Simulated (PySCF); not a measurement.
# C5H9AlN2: the cost of one run

Programs: PySCF 2.14.0, with density-fitted response routines of our own. Each step states its level of theory. These are calculated values for one molecule in the gas phase, unless marked as measured. Atoms count from 0, in the outputs and in this text.

## 1. Starting geometry

17 atoms, charge 0, multiplicity 1; geometry from: GFN2-xTB.

Bonds of the start (Å): C0–Al1 1.99, Al1–N2 2.10, Al1–C3 2.00, C3–C4 1.36, C4–C5 1.40, C5–N6 1.15, C4–C7 1.52, C7–Al1 2.02, C0–H8 1.10, C0–H9 1.10, C0–H10 1.09, N2–H11 1.02, N2–H12 1.02, N2–H13 1.02, C3–H14 1.09, C7–H15 1.10, C7–H16 1.10.

## 2. TDDFT and polarisability: CAM-B3LYP/def2-SVPD

Job settings and geometry (Å):

```
{"job": {"kind": "uv", "xc": "CAM-B3LYP", "basis": "def2-SVPD", "nstates": 8, "ntriplets": 3}, "charge": 0, "multiplicity": 1}
C     -2.001496    -1.568694    -0.672675
Al    -0.435595    -0.432357    -0.219584
N     -1.423677     1.403005     0.047715
C      1.229848     0.189285    -1.127114
C      1.823858     0.132696     0.091385
C      3.160201     0.479822     0.345872
N      4.249409     0.779813     0.564708
C      0.947716    -0.330616     1.246937
H     -2.731601    -1.629422     0.141504
H     -2.543773    -1.207483    -1.553132
H     -1.714364    -2.599879    -0.898170
H     -2.128558     1.363764     0.779012
H     -0.730675     2.099061     0.309510
H     -1.870777     1.711093    -0.811635
H      1.821090     0.482159    -1.989573
H      1.362240    -1.254725     1.665879
H      0.979156     0.394508     2.069451
```

Method: TDDFT CAM-B3LYP/def2-SVPD, vertical, gas phase, core orbitals frozen in the response.

Run with:

```sh
$ OMP_NUM_THREADS=1 python probes_run.py task.json out
```

One launch serves the whole session: the jobs run in the order shown.

Q: Estimate the wall time and peak memory of this job on 1 thread of Arm Neoverse N1, shared host.

About 1.8 min, with a peak of 1.1 GiB.
